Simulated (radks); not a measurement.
# Fractional charge and spin in the 3d shell of titanium

One table from this session's results is given with a row withheld; the runs are named, their logs left out.

The numbers are computed with radks (a radial shooting solver on a logarithmic mesh, Libxc functionals) version 1 (scalar-relativistic Kohn-Sham, PBE, spin-polarised, spherical densities, point nucleus), except any that are marked as measured or tabulated.

## The system

- element: titanium (Z = 22)
- configuration: [Ar] 4s(up 0.5, down 0.5) 3d(up 1, down 1)

A shell typed twice in an input gives spin up, then spin down.

Set-up of the first run:

Settings of this run:

```text
Z 22
configuration [Ar] 4s0.5 4s0.5 3d1 3d1
relativity scalar-relativistic
functional pbe,pbe
spin polarised
nucleus point
c 137.035999084
```

Among the steps run: 3d: up 1, down 1.

One table of the session follows, with a row left open; its other results are not shown here.

It belongs to the step «3d: up 1, down 1». Sizes of the orbitals, from the radial functions (bohr):

| level | <r> | outermost maximum (interpolated) | 90 % within | nodes |
| --- | --- | --- | --- | --- |
| 1s | 0.06959 | 0.0455 | 0.124 | 0 |
| 2s | ? | ? | ? | ? |
| 2p | 0.2899 | 0.220 | 0.477 | 0 |
| 3s | 1.007 | 0.870 | 1.51 | 2 |
| 3p | 1.086 | 0.902 | 1.67 | 1 |
| 3d | 1.519 | 0.979 | 2.65 | 0 |
| 4s | 3.190 | 2.75 | 4.72 | 3 |

Q: Estimate the row for 2s from the others.

The run gave: <r>: 0.3249; outermost maximum (interpolated): 0.269; 90 % within: 0.505; nodes: 1. In the column «<r>» it lies between 2p (0.2899) and 3s (1.007).
